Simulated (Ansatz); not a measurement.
# C2H9NOSi: the cost of one run

All numbers below are computed with Ansatz 0.2.0 (RKS B3LYP-D4/def2-SVP).

## (1) The system as given

Bond lengths: N1–C2 1.443 Å, C2–O3 1.396 Å, O3–C4 1.481 Å, C4–Si5 1.826 Å, N1–H6 1.032 Å, N1–H7 1.059 Å, C2–H8 1.053 Å, C2–H9 1.071 Å, C4–H10 1.154 Å, C4–H11 1.106 Å, Si5–H12 1.511 Å, Si5–H13 1.449 Å, Si5–H14 1.452 Å. Angles (14 of 22 angles, heavy atoms first): N1–C2–O3 108.6°, C2–O3–C4 114.8°, O3–C4–Si5 118.8°, N1–C2–H8 111.2°, N1–C2–H9 109.4°, O3–C2–H8 110.3°, O3–C2–H9 107.8°, C2–N1–H6 107.6°, C2–N1–H7 106.6°, O3–C4–H10 103.2°, O3–C4–H11 108.6°, Si5–C4–H10 109.1°, Si5–C4–H11 113.0°, C4–Si5–H12 109.5°.

Coordinates:

```xyz
14

N    -1.0665    1.7095    0.9946
C    -1.4594    0.8577   -0.1016
O    -0.3081    0.3358   -0.6943
C     0.3530   -0.7419    0.0772
Si    1.8929   -1.4729   -0.5765
H    -0.4199    2.4213    0.6210
H    -1.9055    2.3124    1.2260
H    -2.0870    0.0783    0.2278
H    -1.9721    1.4407   -0.8397
H    -0.4578   -1.5604    0.1342
H     0.4422   -0.4178    1.1310
H     2.9892   -0.4334   -0.5619
H     2.2869   -2.5538    0.3048
H     1.6992   -2.0047   -1.9138
```

## (2) Relaxing end A

The input, input.yaml:

```yaml
crystal:
  periodic: [false, false, false]
  atoms:
    - { symbol: "N", position_ang: [-1.0665, 1.7095, 0.9946] }
    - { symbol: C, position_ang: [-1.4594, 0.8577, -0.1016] }
    - { symbol: O, position_ang: [-0.3081, 0.3358, -0.6943] }
    - { symbol: C, position_ang: [0.353, -0.7419, 0.0772] }
    - { symbol: Si, position_ang: [1.8929, -1.4729, -0.5765] }
    - { symbol: H, position_ang: [-0.4199, 2.4213, 0.621] }
    - { symbol: H, position_ang: [-1.9055, 2.3124, 1.226] }
    - { symbol: H, position_ang: [-2.087, 0.0783, 0.2278] }
    - { symbol: H, position_ang: [-1.9721, 1.4407, -0.8397] }
    - { symbol: H, position_ang: [-0.4578, -1.5604, 0.1342] }
    - { symbol: H, position_ang: [0.4422, -0.4178, 1.131] }
    - { symbol: H, position_ang: [2.9892, -0.4334, -0.5619] }
    - { symbol: H, position_ang: [2.2869, -2.5538, 0.3048] }
    - { symbol: H, position_ang: [1.6992, -2.0047, -1.9138] }
basis:
  gaussian: { orbitals: def2-SVP }
hamiltonian:
  xc: b3lyp
  dispersion: d4
relax:
  f_tol: 0.015
  max_steps: 40
```

The run is started by

```bash
ansatz run input.yaml --threads 2 --pin off --max-ram 3072MiB --backend cpu --events-out ev --progress --plain --runs-dir out
```

What time and memory should one allow on 2 threads of Arm Neoverse V1, shared host?

About 45 s, with a peak of 0.28 GiB.
